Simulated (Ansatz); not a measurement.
# GeBrF (SMILES [F][Ge][Br]): functionals against CCSD(T) at one geometry

The task here is to estimate one member of a computed series from the others.

Computed with Ansatz 0.2.0, Gaussian basis. Level: single points in def2-TZVPP.

Cores are frozen in the correlated methods. Filled d shells of the heavier atoms are correlated.

**Starting geometry**

3 atoms, charge 0, spin multiplicity 1.

Atoms are counted from 1 here; the program's logs count them from 0.

Bond lengths: F1–Ge2 1.938 Å, Ge2–Br3 2.444 Å. Angles: F1–Ge2–Br3 89.7°.

Coordinates:

```xyz
3
BrFGe
F    -0.7856    1.2866   -0.0663
Ge   -0.7489   -0.6108   -0.4574
Br    1.4220   -0.7852    0.6522
```

Set-up of the first run:

run/in.yaml reads:

```yaml
crystal:
  periodic: [false, false, false]
  atoms:
    - {symbol: F, position_ang: [-0.785600, 1.286600, -0.066300]}
    - {symbol: Ge, position_ang: [-0.748900, -0.610800, -0.457400]}
    - {symbol: Br, position_ang: [1.422000, -0.785200, 0.652200]}
basis:
  gaussian: {orbitals: def2-TZVPP}
correlation: {method: ccsd_t}
output: {forces: true}
```

The command line of these runs was not kept.

Among the steps run: CCSD(T)/def2-TZVPP; PBE0-D4/def2-TZVPP; wB97M-V/def2-TZVPP; r2SCAN-D4/def2-TZVPP; PBE-D4/def2-TZVPP; revPBE-D4/def2-TZVPP; BHLYP-D4/def2-TZVPP.

One of the session's tables, all rows but one given; the rest of the session is left out.

```
   method  RMS force component (eV/Å)  angle to CCSD(T) forces (°)  dipole (D)
  CCSD(T)                       1.718                    reference        3.48
  PBE0-D4                       1.623                          0.5        3.54
  wB97M-V                       1.658                          0.4        3.73
r2SCAN-D4                       1.591                          0.9        3.32
   PBE-D4                       1.312                          2.6        3.23
revPBE-D4                           ?                            ?           ?
 BHLYP-D4                       1.748                          2.1        3.88
```

Q: Estimate the row for revPBE-D4 from the others.

**Answer.** RMS force component (eV/Å): 1.237; angle to CCSD(T) forces (°): 3.8; dipole (D): 3.21. In the column «RMS force component (eV/Å)» it is the lowest.
